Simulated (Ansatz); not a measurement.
# Cu2BiS2: the cost of one run

Method: reference: DFT PBE, plane waves, PAW, scalar-relativistic, no spin polarisation, in Ansatz 0.2.0.

## (1) The structure to begin with

Symmetry: I4/mmm, No. 139, tetragonal system. Conventional cell: a = 3.868 Å, b = 3.868 Å, c = 13.703 Å, α = 90.00°, β = 90.00°, γ = 90.00°. Bi (site symmetry 4/mmm) is surrounded by 8 S at 3.34 Å. Cu (site symmetry -4m2) is surrounded by 4 S at 2.45 Å and 4 Cu at 2.74 Å. S (site symmetry 4mm) has 4 Cu at 2.45 Å and 4 Bi at 3.34 Å as nearest neighbours.

As a file:

```xyz
5
Lattice="0.0000 3.8685 0.0000 3.8685 0.0000 0.0000 1.9342 1.9342 -6.8514" Properties=species:S:1:pos:R:3 pbc="T T T"
Bi    0.0000    0.0000    0.0000
Cu    1.9342    3.8685   -3.4257
Cu    3.8685    1.9342   -3.4257
S     1.9342    1.9342   -1.9184
S     3.8685    3.8685   -4.9330
```

## (2) Baseline

Contents of input.yaml:

```yaml
crystal:
  lattice:
    - [0.0, 3.868462, 0.0]
    - [3.868462, 0.0, 0.0]
    - [1.934231, 1.934231, -6.851359]
  atoms:
    - { symbol: Bi, position: [0.0, 0.0, 0.0] }
    - { symbol: Cu, position: [0.75, 0.25, 0.5] }
    - { symbol: Cu, position: [0.25, 0.75, 0.5] }
    - { symbol: S, position: [0.36, 0.36, 0.28] }
    - { symbol: S, position: [0.64, 0.64, 0.72] }
  symmetry: { tolerance: 0.0003 }
kpoints:
  mp_grid: { grid: [5, 5, 5], shift: [0, 0, 0] }
magnetization:
  spin_polarized: false
scf:
  occupations: { method: fermi_dirac, width: 0.0437 }
hamiltonian:
  pseudopotentials: { kind: paw }
  xc: pbe
basis:
  ecutwfc: 420
output:
  forces: true
  stress: true
  eigenvalues: true
relax:
  max_steps: 40
  cell: {}
```

Launch:

```
$ ansatz run input.yaml --threads 1 --pin off --max-ram 2560MiB --backend cpu --events-out ev --progress --plain --runs-dir out
```

What time and memory should one allow on 1 thread of an x86-64 CPU, shared host?

About 24 s, with a peak of 0.5 GiB.
